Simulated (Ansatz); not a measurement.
Runs of Ansatz 0.2.0 on HfMoC2. The structure is tetragonal, space group P4/mmm (No. 123). Conventional cell: a = 3.191 Å, b = 3.191 Å, c = 4.485 Å, α = 90.00°, β = 90.00°, γ = 90.00°. Around Hf (site symmetry 4/mmm) lie 6 C at 2.24 to 2.26 Å. Around Mo (site symmetry 4/mmm) lie 6 C at 2.24 to 2.26 Å. C (site symmetry 4/mmm) is surrounded by 2 Mo at 2.24 Å and 4 Hf at 2.26 Å. C (site symmetry 4/mmm) has 2 Hf at 2.24 Å and 4 Mo at 2.26 Å as nearest neighbours. The cell comes from a database or a generator and needn't be the stable form of this composition.

```csv
level,gap on the mesh (eV),pressure (GPa),relaxed volume (Å³/atom)
r2SCAN,none,0.0,11.30
r2SCAN+D3(BJ)-ATM,none,0.0,11.23
r2SCAN+rVV10,none,0.0,11.23
r2SCAN+D3(BJ),none,0.0,(a)
r2SCAN+D4,none,0.0,11.23
```

Alike in all rows: task relaxation of cell and atoms; potentials or basis Ansatz PAW; no spin polarisation; cell relaxed; k mesh 8 × 8 × 6; cutoff (eV) 500; smearing fermi-dirac 0.05 eV.

**Question.** Estimate the missing entries.

**Answer.** (a) 11.19.

Caveats: the plane-wave basis is chosen anew once the cell has moved, so the energies of steps on either side of that aren't comparable; the PAW data sets come from PBE, with cores solved anew for the run's functional, which leaves a small shift of forces and pressure; pairwise dispersion overbinds metals, which lowers pressure and volume (some runs); the dispersion damping was fitted for another functional or another form of the correction (some runs).

A k mesh can miss the band edges, and the runs leave out spin-orbit coupling on Hf, Mo.

A gap of «none» marks a metal or a gap under the smearing width.
